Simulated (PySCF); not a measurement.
# BeSi⁺ (quartet): the SCF solver's settings

Aim: find out which solver settings change the answer for BeSi⁺ (quartet).

Computed with PySCF 2.14.0. Level: method and basis as typed in the scripts.

### 1 The system as given

BeSi⁺ (quartet): 2 atoms, charge 1, spin multiplicity 4.

Bond lengths: Be1–Si2 2.175 Å.

### 2 Base script

File input.py:

```python
from pyscf import gto, scf, cc

mol = gto.M(
    atom='Be 0 0 0; Si 0 0 2.175',
    basis='cc-pvdz-dk',
    charge=1,
    spin=3,
    verbose=4,
)
mf = scf.UHF(mol)
mf = mf.sfx2c1e()
mf.kernel()
mycc = cc.CCSD(mf)
mycc.kernel()
e = mycc.ipccsd(nroots=5)[0]
print('roots (eV) =', (e*27.211386).round(3))
mf.dip_moment()
print('orbital energies (hartree):', [e[max(0, n-3):n+3].round(4) for e, n in zip(mf.mo_energy, mol.nelec)])
```

The run is started by

```
$ OMP_NUM_THREADS=1 python input.py
```

The log of this run is left out.

Base result: E(SCF) = -303.771974 Eh, 14 cycles, E(CCSD) − E(SCF) = -0.09076 Eh, ⟨S²⟩ = 3.774, ionisation roots 14.095, 14.095, 16.703, 17.600, 19.461 eV.

The bond length is a typed value, not an optimised one. The dipole of an ion depends on the origin. The quartet is typed in the script; nothing here shows that it is the ground state.

### 3 Smearing width 0.005 hartree

Variant 1 changes smearing width: none → 0.005 hartree; step after the SCF: eomip → none.

File input.py:

```python
from pyscf import gto, scf

mol = gto.M(
    atom='Be 0 0 0; Si 0 0 2.175',
    basis='cc-pvdz-dk',
    charge=1,
    spin=3,
    verbose=4,
)
mf = scf.UHF(mol)
mf = mf.sfx2c1e()
mf = scf.addons.smearing_(mf, sigma=0.005, method='fermi')
mf.kernel()
mf.dip_moment()
print('orbital energies (hartree):', [e[max(0, n-3):n+3].round(4) for e, n in zip(mf.mo_energy, mol.nelec)])
```

The run is started by

```
$ OMP_NUM_THREADS=1 python input.py
```

### 4 Point-group symmetry on

Variant 2 changes point-group symmetry: off → on.

Edit input.py of step 2 so:

```diff
@@ -7,2 +7,3 @@
     spin=3,
+    symmetry=True,
     verbose=4,
```

### 5 Smearing width 0.2 hartree

Variant 3 changes smearing width: none → 0.2 hartree; step after the SCF: eomip → none.

File input.py:

```python
from pyscf import gto, scf

mol = gto.M(
    atom='Be 0 0 0; Si 0 0 2.175',
    basis='cc-pvdz-dk',
    charge=1,
    spin=3,
    verbose=4,
)
mf = scf.UHF(mol)
mf = mf.sfx2c1e()
mf = scf.addons.smearing_(mf, sigma=0.2, method='fermi')
mf.kernel()
mf.dip_moment()
print('orbital energies (hartree):', [e[max(0, n-3):n+3].round(4) for e, n in zip(mf.mo_energy, mol.nelec)])
```

### 6 Second-order solver on

Variant 4 changes second-order solver: off → on.

Edit input.py of step 2 so:

```diff
@@ -11,2 +11,3 @@
 mf = mf.sfx2c1e()
+mf = mf.newton()
 mf.kernel()
```

### 7 DIIS space 12

Variant 5 changes DIIS space: default → 12.

Edit input.py of step 2 so:

```diff
@@ -11,2 +11,3 @@
 mf = mf.sfx2c1e()
+mf.diis_space = 12
 mf.kernel()
```

### 8 Initial guess 1e

Variant 6 changes initial guess: minao → 1e.

Edit input.py of step 2 so:

```diff
@@ -11,2 +11,3 @@
 mf = mf.sfx2c1e()
+mf.init_guess = '1e'
 mf.kernel()
```

Q: Predict the outcome of this session. Wanted: for each run, E(SCF); from base; gap, α spin; after the SCF.

As calculated:

| run | E(SCF) (hartree) | from base (eV) | cycles | gap, α spin (eV) | after the SCF |
| --- | --- | --- | --- | --- | --- |
| base | -303.771974 | 0 | 14 | 7.09 | CCSD correlation -2.470 eV, first root 14.10 eV |
| smearing width 0.005 hartree | -303.679424 | not comparable | 11 | n/a | n/a |
| point-group symmetry on | -303.771974 | 0.0000 | 14 | 7.09 | CCSD correlation -2.470 eV, first root 14.10 eV |
| smearing width 0.2 hartree (poor choice) | -302.734850 | not comparable | 14 | n/a | n/a |
| second-order solver on | -303.771974 | 0.0000 | 3 macro | 7.09 | CCSD correlation -2.470 eV, first root 14.10 eV |
| DIIS space 12 | -303.771974 | 0.0000 | 13 | 7.09 | CCSD correlation -2.470 eV, first root 14.10 eV |
| initial guess 1e | -303.771974 | 0.0000 | 15 | 7.09 | CCSD correlation -2.470 eV, first root 14.10 eV |

Distance from each run's final energy (log10 hartree) by cycle:

| run | cycle 1 | cycle 2 | cycle 3 | cycle 5 | cycle 8 | cycle 12 |
| --- | --- | --- | --- | --- | --- | --- |
| base | -1.2 | -2.3 | -2.7 | -3.7 | -5.7 | -8.9 |
| smearing width 0.005 hartree | -1.3 | -2.1 | -2.6 | -4.2 | -5.0 | done |
| point-group symmetry on | -1.2 | -2.3 | -2.7 | -3.7 | -5.7 | -8.9 |
| smearing width 0.2 hartree (poor choice) | -1.3 | -1.2 | -2.3 | -4.2 | -6.2 | -8.5 |
| second-order solver on | -4.2 | < -11 | < -11 | done | done | done |
| DIIS space 12 | -1.2 | -2.3 | -2.7 | -3.7 | -5.7 | -9.1 |
| initial guess 1e | 0.1 | -0.3 | -1.4 | -2.7 | -3.7 | -7.2 |

With point-group symmetry on or second-order solver on or DIIS space 12 or initial guess 1e the SCF ends at the base energy. With point-group symmetry on, DIIS space 12, initial guess 1e the path hardly changes: 13 to 15 cycles against 14. Rows marked «poor choice» come from settings spoiled on purpose.
